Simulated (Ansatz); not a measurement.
# GeH4NO: the cost of one run

Method: RKS PBE-D4/def2-SVP, in Ansatz 0.2.0.

## 1. The system as given

Bond lengths: N1–Ge2 1.729 Å, Ge2–O3 1.811 Å, N1–H4 1.017 Å, Ge2–H5 1.602 Å, Ge2–H6 1.601 Å, O3–H7 0.953 Å. Angles: N1–Ge2–O3 105.6°, N1–Ge2–H5 123.7°, N1–Ge2–H6 123.6°, O3–Ge2–H5 101.3°, O3–Ge2–H6 101.2°, H5–Ge2–H6 97.5°, Ge2–N1–H4 113.6°, Ge2–O3–H7 104.1°.

Coordinates:

```xyz
7

N    -1.1345   -0.6597   -0.6751
Ge   -0.0060    0.3549    0.1536
O     1.5264   -0.6041    0.2556
H    -2.0493   -0.2331   -0.7999
H     0.5320    1.7459   -0.4301
H    -0.1837    0.8221    1.6744
H     1.3150   -1.4261   -0.1786
```

## 2. End point A

The input, input.yaml:

```yaml
crystal:
  periodic: [false, false, false]
  atoms:
    - { symbol: "N", position_ang: [-1.13446, -0.65974, -0.67505] }
    - { symbol: Ge, position_ang: [-0.00595, 0.35493, 0.15361] }
    - { symbol: O, position_ang: [1.52641, -0.60413, 0.25563] }
    - { symbol: H, position_ang: [-2.04929, -0.23308, -0.79992] }
    - { symbol: H, position_ang: [0.53196, 1.74595, -0.43011] }
    - { symbol: H, position_ang: [-0.18366, 0.8221, 1.67444] }
    - { symbol: H, position_ang: [1.31499, -1.42605, -0.1786] }
total_charge: -1
basis:
  gaussian: { orbitals: def2-SVP }
hamiltonian:
  xc: pbe
  dispersion: d4
relax:
  f_tol: 0.02
  max_steps: 50
```

Command:

```bash
ansatz run input.yaml --threads 1 --pin off --max-ram 2048MiB --backend cpu --events-out ev --progress --plain --runs-dir out
```

Q: Estimate wall time and peak memory on 1 thread of an x86-64 CPU, shared host.

About 33 s, with a peak of 0.16 GiB.
